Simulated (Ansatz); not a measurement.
Write a Python script for Ansatz's Python interface that makes a ladder of methods at one geometry of C₂H₆BNSe, SMILES CB(N)C=[Se]. Level of theory (for the species named): r2scan0, def2-SVP basis, multiplicity 1. The script varies functional: r2scan0, b3lyp, revpbe, hf.

```xyz
11

C    -0.8903   -0.2869    0.9642
B     0.2250    0.1168   -0.0704
N     0.8585    1.4955   -0.0720
C     0.7907   -0.9524   -1.0884
Se    0.0347   -2.7735   -1.2822
H    -1.8537   -0.4970    0.3846
H    -0.6007   -1.1017    1.5819
H    -1.1262    0.6376    1.6058
H     0.4363    2.0995    0.7147
H     0.6860    1.9425   -0.9556
H     1.5052   -0.7375   -1.7619
```

Script `c2h6bnse.py`:
```python
"""C2H6BNSe at several levels of theory."""

from pathlib import Path

import ansatz as az
from ase import Atoms
import numpy as np

atoms = Atoms(["C", "B", "N", "C", "Se", "H", "H", "H", "H", "H", "H"], positions=[
    (-0.8903, -0.2869, 0.9642),
    (0.225, 0.1168, -0.0704),
    (0.8585, 1.4955, -0.072),
    (0.7907, -0.9524, -1.0884),
    (0.0347, -2.7735, -1.2822),
    (-1.8537, -0.497, 0.3846),
    (-0.6007, -1.1017, 1.5819),
    (-1.1262, 0.6376, 1.6058),
    (0.4363, 2.0995, 0.7147),
    (0.686, 1.9425, -0.9556),
    (1.5052, -0.7375, -1.7619),
])
molecule = az.Crystal.molecule_from_ase(atoms)

setup = molecule.calculation().basis(gaussian="def2-SVP")

print("functional    E (Ha)        dipole (D)   HOMO (eV)  LUMO (eV)")
for name in ["r2scan0", "b3lyp", "revpbe", "hf"]:
    data = setup.functional(name).forces().orbitals().run(threads=1, runs_dir="runs").report
    lines = Path(data["orbitals_path"]).read_text().splitlines()
    field_of = lambda key: [line.split("=")[1].strip() for line in lines if line.startswith(key)]
    orbitals = [(27.211386 * float(e), s, float(n)) for e, s, n in zip(field_of("Ene="), field_of("Spin="), field_of("Occup="))]
    homo = max(e for e, _, n in orbitals if n > 0.5)
    lumo = min(e for e, _, n in orbitals if n < 0.5)
    dipole = 4.803205 * np.linalg.norm(data["charge_distribution"]["dipole_moment_e_ang"])
    print(f"{name:10s} {data['free_energy_ev'] / 27.211386246:14.6f} {dipole:9.3f} {homo:11.3f} {lumo:10.3f}")
```

`python c2h6bnse.py` gives:
```text
functional    E (Ha)        dipole (D)   HOMO (eV)  LUMO (eV)
r2scan0      -2560.406061     2.790      -6.334     -3.631
b3lyp        -2560.583920     2.639      -5.844     -3.668
revpbe       -2560.304482     2.810      -4.828     -4.186
hf           -2557.753382     2.871      -8.840     -0.312
```

What to keep in mind:
- Total energies depend on the basis set; only differences at equal settings carry meaning.
- The geometry is a force-field or estimated start, not a minimum of this method, and the basis set is short of its limit. A lower total doesn't mark the better method: functionals have no common bound, and MP2 and coupled cluster aren't variational.
- b3lyp holds the VWN-RPA fit, as in Gaussian; the form of ORCA and Turbomole is b3lyp5.
- Levels such as HOMO and LUMO are orbital energies: with these approximate functionals they aren't the ionisation energy and electron affinity, and their gap isn't the fundamental gap.
- Run time: 27 s on 1 thread of Arm Neoverse V1, with other jobs on the host, peak memory 0.36 GiB.
